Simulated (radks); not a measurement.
# Fractional charge and spin in the 5p shell of tungsten

One table from this session's results is given with a row withheld; the runs are named, their logs left out.

Program: radks (a radial shooting solver on a logarithmic mesh, Libxc functionals) version 1. Level of theory: scalar-relativistic Kohn-Sham, r2SCAN, spin-polarised, spherical densities, finite nucleus. These are calculated values, not measurements, unless marked.

## The system

| Item | Value |
| --- | --- |
| element | tungsten (Z = 74) |
| configuration | [Kr] 4d10 4f14 5s2 5d(up 1.5, down 1.5) 5p(up 3, down 3) |
| nuclear rms radius | 5.3658 fm |

A shell typed twice in an input gives spin up, then spin down.

Set-up of the first run:

Input:

```text
Z 74
configuration [Kr] 4d10 4f14 5s2 5d1.5 5d1.5 5p3 5p3
relativity scalar-relativistic
functional r2scan,r2scan
spin polarised
nucleus finite rms 5.3658 fm
c 137.035999084
```

Steps of the session up to this table: 5p: up 3, down 3.

One table of the session follows, with a row left open; its other results are not shown here.

Radial moments (bohr):

```
level     <r>  outermost maximum (interpolated)  90 % within  nodes
   3d  0.1824                             0.150        0.283      0
   4s       ?                                 ?            ?      ?
   4p  0.4778                             0.441        0.694      2
   4d  0.5113                             0.452        0.766      1
   5s   1.067                             0.963         1.53      4
   5p   1.235                              1.09         1.80      3
   4f  0.6059                             0.430         1.00      0
   5d   1.741                              1.42         2.65      2
```

**Question.** Estimate the row for 4s.

As computed: <r>: 0.4496; outermost maximum (interpolated): 0.421; 90 % within: 0.645; nodes: 3. In the column «<r>» it lies between 3d (0.1824) and 4p (0.4778).
